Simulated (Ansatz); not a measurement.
# CsNa4Mg3: the cost of one run

Method: DFT PBE, scalar-relativistic, plane waves, PAW, unless a step names another level, in Ansatz 0.2.0.

4 further runs of the same task are left out: 2 that didn't finish, 2 set aside as unsound or not needed.

## Step 1: Starting point

It takes space group P-1 (No. 2, triclinic). The conventional cell has a = 4.481 Å, b = 5.886 Å, c = 13.282 Å, α = 79.91°, β = 80.44°, γ = 68.11°. Around Cs (site symmetry -1) lie 4 Na at 4.41 to 4.47 Å and 2 Cs at 4.48 Å. Around Na (site symmetry 1) lie 3 Na at 3.34 to 3.40 Å and 3 Mg at 3.45 to 3.60 Å. Around Na (site symmetry 1) lie 3 Na at 3.34 to 3.40 Å and 6 Mg at 3.39 to 3.53 Å. Around Mg (site symmetry 1) lie 5 Mg at 3.13 to 3.43 Å and 6 Na at 3.41 to 3.53 Å. Mg (site symmetry -1) has 6 Mg at 3.24 to 3.43 Å and 6 Na at 3.39 to 3.60 Å as nearest neighbours.

Coordinates:

```cif
data_structure
_symmetry_space_group_name_H-M 'P 1'
_symmetry_Int_Tables_number 1
_cell_length_a 4.4814
_cell_length_b 5.8858
_cell_length_c 13.2937
_cell_angle_alpha 92.826
_cell_angle_beta 99.860
_cell_angle_gamma 111.893
_cell_volume 318.09
loop_
_atom_site_label
_atom_site_type_symbol
_atom_site_fract_x
_atom_site_fract_y
_atom_site_fract_z
_atom_site_occupancy
Cs1 Cs 0.50000 0.00000 0.00000 1
Na1 Na 0.06040 0.35605 0.76083 1
Na2 Na 0.28581 0.24766 0.32275 1
Na3 Na 0.93960 0.64395 0.23917 1
Na4 Na 0.71419 0.75234 0.67725 1
Mg1 Mg 0.34883 0.12568 0.57189 1
Mg2 Mg 0.00000 0.50000 0.50000 1
Mg3 Mg 0.65117 0.87432 0.42811 1
```

It came out lowest among 21 distinct ends of the trial cells. At a tolerance of 0.05 Å it has space group P-1 (No. 2).

## Step 2: Relaxing to 0.001 eV/Å, on the response runs' mesh and smearing

Contents of input.yaml:

```yaml
crystal:
  lattice:
    - [4.4811726334, 0.0088974836, -0.0472028381]
    - [-2.2057647961, 5.4568222611, -0.017115221]
    - [-2.1363238654, -1.5297229735, 13.031467607]
  atoms:
    - { symbol: Cs, position: [0.5, 0.0, 0.0] }
    - { symbol: Na, position: [0.0603975612, 0.3560524179, 0.7608309697] }
    - { symbol: Na, position: [0.2858140951, 0.2476565549, 0.3227545113] }
    - { symbol: Na, position: [0.9396024388, 0.6439475821, 0.2391690303] }
    - { symbol: Na, position: [0.7141859049, 0.7523434451, 0.6772454887] }
    - { symbol: Mg, position: [0.348830098, 0.1256799778, 0.5718905729] }
    - { symbol: Mg, position: [0.0, 0.5, 0.5] }
    - { symbol: Mg, position: [0.651169902, 0.8743200222, 0.4281094271] }
basis:
  ecutwfc: 420
kpoints:
  mp_grid: { grid: [8, 6, 4] }
hamiltonian:
  xc: pbe
scf:
  occupations: { method: gaussian, width: 0.1 }
output:
  forces: true
  stress: true
  eigenvalues: true
relax:
  adjacent_minimum: "off"
  f_tol: 0.001
  max_steps: 60
  cell: { stress_tol: 0.01 }
```

Launch:

```console
> ansatz run input.yaml --threads 3 --pin off --max-ram 7680MiB --backend cpu --events-out ev --progress --plain --runs-dir out
```

Q: Estimate wall time and peak memory on 3 threads of Intel Xeon 6975P-C (Granite Rapids), shared host.

About 69 s, with a peak of 1.4 GiB.
